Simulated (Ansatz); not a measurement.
Born–Oppenheimer molecular dynamics of a periodic cell of 32 atoms, Ba3Ti3ClO9 (surface BaTiO3(100), adsorbate Cl2, incident energy 0.1 eV, 0° from the normal). It starts from an unrelaxed structure (largest force component 5.02 eV/Å).

All numbers below come from Ansatz 0.2.0, DFT PBE-D3(BJ), scalar-relativistic, plane waves, PAW. Settings: PAW set soft_1, cutoff 420 eV, k mesh 2x1x1, fermi-dirac smearing 0.02 eV, no spin polarisation.

```json
{
 "ensemble": "NVE (velocity Verlet)",
 "time step": "1 fs",
 "steps asked": "220",
 "starting velocities": "zero, but for any typed in the input",
 "atoms held": "1, 4, 7, 8, 10",
 "seed": "443548"
}
```

Frames 20 fs apart, positions in Å, forces in eV/Å.

Velocities at 10 fs (Å/ps):

```
Ba 0.00 0.00 0.00
Ti 0.00 -2.18 -1.20
O 1.98 -0.61 -3.57
O 0.00 0.00 0.00
O -1.98 -0.61 -3.57
Ba 0.00 -0.18 0.68
Ti 0.00 0.00 0.00
O 0.00 0.00 0.00
O 0.00 0.09 -5.88
O 0.00 0.00 0.00
Ba 0.00 0.17 0.56
Ti 0.00 1.91 5.49
O -0.99 1.21 -5.94
O 0.00 -4.83 -18.93
O 0.99 1.21 -5.94
Ba 0.00 -0.01 0.58
Ti 0.00 0.73 7.18
O 2.65 1.80 -2.02
O 0.00 -3.99 -10.45
O -2.65 1.80 -2.02
Ba 0.00 0.53 0.75
Ti 0.00 -0.48 3.68
O -2.13 1.33 -4.35
O 0.00 -7.07 -11.38
O 2.13 1.33 -4.35
Ba 0.00 -0.10 1.20
Ti 0.00 -3.48 0.16
O -9.63 5.29 -2.63
O 0.00 -2.58 -5.96
O 9.63 5.29 -2.62
Cl -0.12 0.11 -5.26
Cl 0.12 -0.12 -5.29
```

```xyz
32
Lattice="5.6540 0.0000 0.0000 0.0000 6.9538 0.0000 0.0000 0.0000 22.9641" Properties=species:S:1:pos:R:3:forces:R:3 time_fs=10 energy_less_start_eV=-1.322 T=407
Ba 0.000 0.000 1.000 0.00 0.33 0.05
Ti 2.827 1.064 2.626 0.00 -0.97 -0.34
O 4.229 0.096 3.418 0.25 -0.13 -0.66
O 2.827 0.099 1.026 0.00 0.07 0.65
O 1.425 0.096 3.418 -0.25 -0.13 -0.66
Ba 0.000 2.317 4.268 0.00 -0.28 0.90
Ti 0.000 3.393 1.000 0.00 -1.75 5.89
O 1.391 2.417 1.803 -1.42 1.35 -2.31
O 2.827 2.417 4.260 0.00 0.06 -0.82
O 4.263 2.417 1.803 1.42 1.35 -2.31
Ba 2.827 4.637 2.635 0.00 0.17 0.78
Ti 5.654 5.721 4.293 0.00 1.17 2.45
O 1.386 4.742 5.037 -0.07 0.07 -0.92
O 5.654 4.709 2.562 0.00 -0.68 -2.95
O 4.268 4.742 5.037 0.07 0.07 -0.92
Ba 2.827 0.000 5.899 0.00 0.00 0.75
Ti 5.654 1.079 7.565 0.00 0.47 3.55
O 1.405 0.108 8.323 0.33 0.25 -0.42
O 5.654 0.079 5.868 0.00 -0.64 -1.47
O 4.249 0.108 8.323 -0.33 0.25 -0.42
Ba 2.827 2.321 9.165 0.00 0.71 1.04
Ti 2.827 3.391 5.916 0.00 -0.11 1.46
O 4.206 2.425 6.677 -0.13 0.07 -0.61
O 5.654 2.382 9.131 0.00 -1.17 -2.04
O 1.448 2.425 6.677 0.13 0.07 -0.61
Ba 5.654 4.635 7.535 0.00 -0.15 1.65
Ti 2.827 5.692 9.162 0.00 -1.08 -0.29
O 4.166 4.764 9.949 -1.01 0.54 -0.18
O 2.827 4.722 7.525 0.00 -0.46 -1.01
O 1.488 4.764 9.949 1.01 0.54 -0.18
Cl 0.027 6.334 14.650 -0.02 0.03 -0.01
Cl 1.809 5.421 14.699 0.03 -0.03 -0.03
32
Lattice="5.6540 0.0000 0.0000 0.0000 6.9538 0.0000 0.0000 0.0000 22.9641" Properties=species:S:1:pos:R:3:forces:R:3 time_fs=30 energy_less_start_eV=-2.141 T=642
Ba 0.000 0.000 1.000 0.00 1.24 0.13
Ti 2.827 1.001 2.602 0.00 0.78 0.09
O 4.290 0.058 3.271 0.25 -0.48 0.10
O 2.827 0.099 1.026 0.00 -0.34 -0.83
O 1.364 0.058 3.271 -0.25 -0.48 0.10
Ba 0.000 2.310 4.290 0.00 0.06 -0.08
Ti 0.000 3.393 1.000 0.00 -7.92 -0.78
O 1.391 2.417 1.803 -1.33 1.17 -2.26
O 2.827 2.420 4.100 0.00 -0.43 0.75
O 4.263 2.417 1.803 1.33 1.17 -2.26
Ba 2.827 4.640 2.657 0.00 -0.34 0.43
Ti 5.654 5.817 4.447 0.00 -1.67 -4.63
O 1.404 4.728 4.852 0.37 -0.46 0.33
O 5.654 4.633 1.978 0.00 5.21 3.72
O 4.250 4.728 4.852 -0.37 -0.46 0.33
Ba 2.827 0.000 5.917 0.00 0.29 -0.34
Ti 5.654 1.101 7.783 0.00 -4.76 -5.89
O 1.504 0.133 8.245 0.04 -0.35 0.18
O 5.654 -0.024 5.629 0.00 3.10 4.82
O 4.149 0.133 8.245 -0.04 -0.35 0.18
Ba 2.827 2.338 9.191 0.00 0.28 0.62
Ti 2.827 3.391 5.992 0.00 -0.16 -2.96
O 4.210 2.415 6.564 0.69 -0.56 0.54
O 5.654 2.249 8.824 0.00 5.93 6.07
O 1.444 2.415 6.564 -0.69 -0.56 0.54
Ba 5.654 4.632 7.578 0.00 0.00 0.85
Ti 2.827 5.654 9.095 0.00 0.31 -0.89
O 4.061 4.819 9.961 1.22 -0.50 -0.13
O 2.827 4.639 7.350 0.00 0.77 1.46
O 1.593 4.819 9.961 -1.22 -0.50 -0.13
Cl 0.026 6.337 14.544 0.02 0.00 -0.01
Cl 1.811 5.418 14.592 -0.02 0.00 -0.03
32
Lattice="5.6540 0.0000 0.0000 0.0000 6.9538 0.0000 0.0000 0.0000 22.9641" Properties=species:S:1:pos:R:3:forces:R:3 time_fs=50 energy_less_start_eV=-1.330 T=410
Ba 0.000 0.000 1.000 0.00 4.63 -2.95
Ti 2.827 0.972 2.577 0.00 0.10 -0.31
O 4.375 -0.060 3.172 -0.98 0.58 1.36
O 2.827 0.099 1.026 0.00 0.10 -0.41
O 1.279 -0.060 3.172 0.98 0.58 1.36
Ba 0.000 2.303 4.313 0.00 -0.01 -0.02
Ti 0.000 3.393 1.000 0.00 -2.13 3.82
O 1.391 2.417 1.803 -1.59 1.71 -2.07
O 2.827 2.334 4.095 0.00 -0.38 0.96
O 4.263 2.417 1.803 1.59 1.71 -2.07
Ba 2.827 4.636 2.685 0.00 -0.18 -0.89
Ti 5.654 5.891 4.413 0.00 0.61 0.73
O 1.427 4.670 4.729 -1.16 0.69 0.76
O 5.654 5.048 1.794 0.00 -6.82 0.83
O 4.227 4.670 4.729 1.16 0.69 0.76
Ba 2.827 0.009 5.927 0.00 0.37 -0.28
Ti 5.654 1.028 7.827 0.00 2.92 0.54
O 1.556 0.110 8.194 -1.00 0.26 0.71
O 5.654 0.154 5.974 0.00 -2.50 -2.65
O 4.098 0.110 8.194 1.00 0.26 0.71
Ba 2.827 2.366 9.239 0.00 0.47 0.84
Ti 2.827 3.359 5.899 0.00 -1.55 -0.28
O 4.275 2.339 6.530 -1.48 1.09 0.10
O 5.654 2.590 9.072 0.00 -3.51 -1.94
O 1.379 2.339 6.530 1.48 1.09 0.10
Ba 5.654 4.623 7.647 0.00 -0.52 0.63
Ti 2.827 5.622 8.991 0.00 -0.56 2.07
O 4.137 4.810 9.923 -0.82 0.55 -0.73
O 2.827 4.655 7.381 0.00 -0.79 -0.91
O 1.517 4.810 9.923 0.82 0.55 -0.73
Cl 0.028 6.339 14.436 0.04 -0.01 -0.02
Cl 1.809 5.415 14.481 -0.03 0.00 -0.04
32
Lattice="5.6540 0.0000 0.0000 0.0000 6.9538 0.0000 0.0000 0.0000 22.9641" Properties=species:S:1:pos:R:3:forces:R:3 time_fs=70 energy_less_start_eV=-2.564 T=762
Ba 0.000 0.000 1.000 0.00 1.26 -0.03
Ti 2.827 0.970 2.548 0.00 0.63 0.99
O 4.273 -0.055 3.284 -0.12 0.81 -0.74
O 2.827 0.099 1.026 0.00 -0.75 -1.30
O 1.381 -0.055 3.284 0.12 0.81 -0.74
Ba 0.000 2.297 4.336 0.00 0.44 0.21
Ti 0.000 3.393 1.000 0.00 -8.71 -1.64
O 1.391 2.417 1.803 -0.82 0.71 -1.65
O 2.827 2.158 4.239 0.00 0.27 -1.29
O 4.263 2.417 1.803 0.82 0.71 -1.65
Ba 2.827 4.626 2.697 0.00 -0.20 0.33
Ti 5.654 5.976 4.410 0.00 -1.30 0.70
O 1.277 4.715 4.753 1.67 -0.88 -0.09
O 5.654 4.652 1.910 0.00 6.00 3.99
O 4.377 4.715 4.753 -1.67 -0.88 -0.09
Ba 2.827 0.024 5.930 0.00 -0.68 0.38
Ti 5.654 1.139 7.875 0.00 -2.09 -3.32
O 1.439 0.126 8.293 1.14 -0.21 0.33
O 5.654 -0.055 5.917 0.00 0.65 -0.26
O 4.215 0.126 8.293 -1.14 -0.21 0.33
Ba 2.827 2.404 9.307 0.00 -0.12 0.12
Ti 2.827 3.245 5.767 0.00 2.62 0.96
O 4.141 2.414 6.553 2.06 -1.11 0.88
O 5.654 2.313 9.028 0.00 2.34 2.61
O 1.513 2.414 6.553 -2.06 -1.11 0.87
Ba 5.654 4.603 7.731 0.00 0.22 -0.74
Ti 2.827 5.582 8.980 0.00 1.55 -1.61
O 4.159 4.851 9.790 0.45 -0.82 0.96
O 2.827 4.588 7.318 0.00 0.88 0.58
O 1.495 4.852 9.790 -0.44 -0.81 0.96
Cl 0.033 6.341 14.327 -0.07 0.05 -0.02
Cl 1.804 5.412 14.366 0.07 -0.05 -0.03
32
Lattice="5.6540 0.0000 0.0000 0.0000 6.9538 0.0000 0.0000 0.0000 22.9641" Properties=species:S:1:pos:R:3:forces:R:3 time_fs=90 energy_less_start_eV=-2.235 T=668
Ba 0.000 0.000 1.000 0.00 0.35 0.00
Ti 2.827 1.014 2.562 0.00 0.25 -0.65
O 4.200 0.084 3.334 1.86 -0.93 0.48
O 2.827 0.099 1.026 0.00 -0.59 -0.83
O 1.454 0.084 3.334 -1.86 -0.93 0.48
Ba 0.000 2.303 4.363 0.00 0.29 -0.01
Ti 0.000 3.393 1.000 0.00 -1.20 6.33
O 1.391 2.417 1.803 -1.55 1.34 -2.26
O 2.827 2.115 4.236 0.00 1.92 0.73
O 4.263 2.417 1.803 1.55 1.34 -2.26
Ba 2.827 4.612 2.711 0.00 0.28 -0.43
Ti 5.654 5.910 4.377 0.00 -1.60 0.92
O 1.405 4.625 4.793 -0.24 0.34 0.17
O 5.654 4.761 2.407 0.00 -1.29 -3.16
O 4.249 4.625 4.793 0.24 0.34 0.17
Ba 2.827 0.025 5.942 0.00 -0.45 0.46
Ti 5.654 1.178 7.781 0.00 0.31 3.56
O 1.491 0.122 8.438 -0.36 0.22 -1.09
O 5.654 -0.081 5.930 0.00 -0.55 -1.33
O 4.162 0.122 8.438 0.36 0.22 -1.09
Ba 2.827 2.440 9.383 0.00 -0.33 0.60
Ti 2.827 3.261 5.738 0.00 0.45 2.90
O 4.268 2.353 6.679 -0.92 0.35 -0.86
O 5.654 2.248 9.292 0.00 -1.10 -2.51
O 1.386 2.353 6.679 0.92 0.35 -0.86
Ba 5.654 4.585 7.799 0.00 -0.15 -0.59
Ti 2.827 5.637 8.902 0.00 -0.28 1.77
O 4.194 4.766 9.822 -1.67 0.50 -0.21
O 2.827 4.653 7.305 0.00 0.04 -0.16
O 1.459 4.768 9.822 1.67 0.50 -0.21
Cl 0.034 6.347 14.216 0.04 -0.01 -0.02
Cl 1.805 5.405 14.247 -0.04 0.01 -0.04
32
Lattice="5.6540 0.0000 0.0000 0.0000 6.9538 0.0000 0.0000 0.0000 22.9641" Properties=species:S:1:pos:R:3:forces:R:3 time_fs=110 energy_less_start_eV=-2.580 T=767
Ba 0.000 0.000 1.000 0.00 0.51 0.40
Ti 2.827 1.065 2.565 0.00 -1.12 1.08
O 4.402 0.086 3.409 -2.03 0.05 -1.27
O 2.827 0.099 1.026 0.00 0.06 0.58
O 1.252 0.086 3.409 2.03 0.05 -1.27
Ba 0.000 2.317 4.392 0.00 -0.75 0.35
Ti 0.000 3.393 1.000 0.00 -1.87 5.30
O 1.391 2.417 1.803 -1.09 0.96 -2.18
O 2.827 2.386 4.276 0.00 -1.11 -1.05
O 4.263 2.417 1.803 1.09 0.96 -2.18
Ba 2.827 4.605 2.718 0.00 0.16 0.04
Ti 5.654 5.696 4.330 0.00 1.85 3.23
O 1.504 4.587 4.853 -1.76 0.97 -0.30
O 5.654 4.686 2.308 0.00 -0.41 -1.72
O 4.150 4.587 4.853 1.76 0.97 -0.30
Ba 2.827 0.013 5.965 0.00 0.30 -0.40
Ti 5.654 1.181 7.844 0.00 -0.91 -0.14
O 1.501 0.153 8.377 -0.21 -0.34 -0.15
O 5.654 -0.071 5.935 0.00 -1.90 -1.84
O 4.152 0.153 8.377 0.21 -0.34 -0.15
Ba 2.826 2.467 9.472 0.00 -0.92 0.28
Ti 2.827 3.333 5.908 0.00 -0.48 0.68
O 4.271 2.342 6.677 -0.63 0.74 0.10
O 5.654 2.158 9.270 0.00 1.01 0.08
O 1.383 2.342 6.677 0.63 0.74 0.10
Ba 5.654 4.565 7.850 0.00 0.15 -0.53
Ti 2.827 5.700 8.918 0.00 1.81 -0.78
O 3.958 4.739 9.857 1.82 -0.39 0.82
O 2.827 4.745 7.292 0.00 -0.35 0.48
O 1.695 4.741 9.857 -1.82 -0.39 0.82
Cl 0.038 6.352 14.102 0.05 -0.02 -0.02
Cl 1.803 5.398 14.123 -0.04 0.01 -0.04
32
Lattice="5.6540 0.0000 0.0000 0.0000 6.9538 0.0000 0.0000 0.0000 22.9641" Properties=species:S:1:pos:R:3:forces:R:3 time_fs=130 energy_less_start_eV=-2.161 T=647
Ba 0.000 0.000 1.000 0.00 1.42 0.04
Ti 2.827 1.032 2.629 0.00 -0.21 -1.06
O 4.257 0.077 3.259 0.62 -0.59 0.82
O 2.827 0.099 1.026 0.00 0.04 -0.31
O 1.397 0.077 3.259 -0.62 -0.59 0.82
Ba 0.000 2.311 4.426 0.00 -0.85 -0.63
Ti 0.000 3.393 1.000 0.00 -5.88 1.40
O 1.391 2.417 1.803 -1.53 1.54 -2.09
O 2.827 2.486 4.184 0.00 -0.73 1.37
O 4.263 2.417 1.803 1.53 1.54 -2.09
Ba 2.827 4.603 2.724 0.00 0.13 -0.22
Ti 5.654 5.620 4.444 0.00 1.45 -5.30
O 1.367 4.655 4.896 2.32 -1.78 0.63
O 5.654 4.713 1.978 0.00 2.44 2.22
O 4.287 4.655 4.896 -2.32 -1.78 0.63
Ba 2.827 0.008 5.974 0.00 0.40 -1.59
Ti 5.654 1.126 7.904 0.00 1.68 0.14
O 1.467 0.112 8.270 -0.07 -0.07 0.30
O 5.654 -0.319 5.701 0.00 4.69 5.37
O 4.186 0.112 8.270 0.07 -0.07 0.30
Ba 2.826 2.475 9.573 0.00 0.40 0.64
Ti 2.827 3.390 6.097 0.00 0.35 -3.41
O 4.190 2.440 6.710 1.37 -0.95 0.88
O 5.654 2.266 9.248 0.00 -0.92 -0.75
O 1.464 2.440 6.710 -1.37 -0.95 0.88
Ba 5.654 4.549 7.888 0.00 0.29 0.13
Ti 2.827 5.818 8.958 -0.01 -3.44 3.09
O 3.998 4.719 9.962 0.15 1.22 -1.25
O 2.827 4.794 7.387 0.00 -0.01 0.36
O 1.655 4.720 9.962 -0.14 1.22 -1.25
Cl 0.042 6.357 13.986 -0.14 0.07 -0.02
Cl 1.801 5.391 13.995 0.14 -0.07 -0.05
```

Of the whole run (220 fs, mean temperature of the second half 737 K): The conserved energy stayed within 0.25 meV per atom of its start (net change -0.1 meV per atom), so the integration is sound. A run of 0.22 ps of so small a system gives no equilibrium averages. Limits of this set-up: coarse k mesh, slab without dipole correction, a typed lattice constant that wasn't relaxed here.

The run took 45 min on 2 threads of Arm Neoverse V1, with other jobs on the host, peak memory 2 GiB.
